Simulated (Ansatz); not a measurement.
# CH2BClS: small, medium and large basis sets

One table from this session's results is given with a row withheld; the runs are named, their logs left out.

Program: Ansatz 0.2.0, Gaussian basis. Level of theory: one geometry, several basis sets. These are calculated values, not measurements.

The runs, in order: PBE0-D4/def2-SVP; ωB97M-V/def2-SVP; PBE0-D4/def2-QZVPP; ωB97M-V/def2-QZVPP; the functionals' def2-TZVPP values are taken from earlier runs.

## Structure used throughout

All runs share one geometry, relaxed beforehand with PBE0-D4 in a triple-zeta def2 set.

SMILES `ClB1CS1`, 6 atoms, charge 0, spin multiplicity 1.

Atoms are counted from 1 here; the program's logs count them from 0.

Bond lengths: Cl1–B2 1.716 Å, B2–C3 1.525 Å, B2–S4 1.738 Å, C3–S4 1.880 Å, C3–H5 1.086 Å, C3–H6 1.086 Å. Angles: Cl1–B2–C3 146.3°, Cl1–B2–S4 143.7°, C3–B2–S4 70.0°, B2–C3–S4 60.4°, B2–C3–H5 121.3°, B2–C3–H6 121.3°, S4–C3–H5 113.8°, S4–C3–H6 113.8°, H5–C3–H6 113.8°, B2–S4–C3 49.7°.

Set-up of the first run:

File in.yaml:

```yaml
crystal:
  periodic: [false, false, false]
  atoms:
    - {symbol: Cl, position_ang: [-0.987478, -2.236699, 0.270914]}
    - {symbol: B, position_ang: [-0.518723, -0.625566, -0.088137]}
    - {symbol: C, position_ang: [0.521474, 0.469280, 0.120331]}
    - {symbol: S, position_ang: [-0.980427, 0.806908, -0.958134]}
    - {symbol: H, position_ang: [1.460989, 0.465422, -0.424989]}
    - {symbol: H, position_ang: [0.546366, 1.056654, 1.033813]}
basis:
  gaussian: {orbitals: def2-SVP}
hamiltonian: {xc: pbe0, dispersion: d4}
output: {orbitals: {seedname: orbitals}}
```

Run with:

```
ansatz run in.yaml --threads 2 --pin off --events-out ev --progress --plain --max-ram 4352MiB
```

Steps of the session up to this table: PBE0-D4 in def2-SVP; ωB97M-V in def2-SVP; PBE0-D4 in def2-QZVPP; ωB97M-V in def2-QZVPP.

One of the session's tables, all rows but one given; the rest of the session is left out.

It belongs to the step «Density functionals: the series». 

| functional | basis | HOMO (eV) |
| --- | --- | --- |
| PBE0-D4 | def2-SVP | -7.62 |
| PBE0-D4 | def2-TZVPP | ? |
| PBE0-D4 | def2-QZVPP | -7.73 |
| ωB97M-V | def2-SVP | -9.72 |
| ωB97M-V | def2-TZVPP | -9.83 |
| ωB97M-V | def2-QZVPP | -9.86 |

**Question.** Estimate the row for PBE0-D4, def2-TZVPP.

The run gave: HOMO (eV): -7.70. In the column «HOMO (eV)» it lies between PBE0-D4, def2-QZVPP (-7.73) and PBE0-D4, def2-SVP (-7.62).
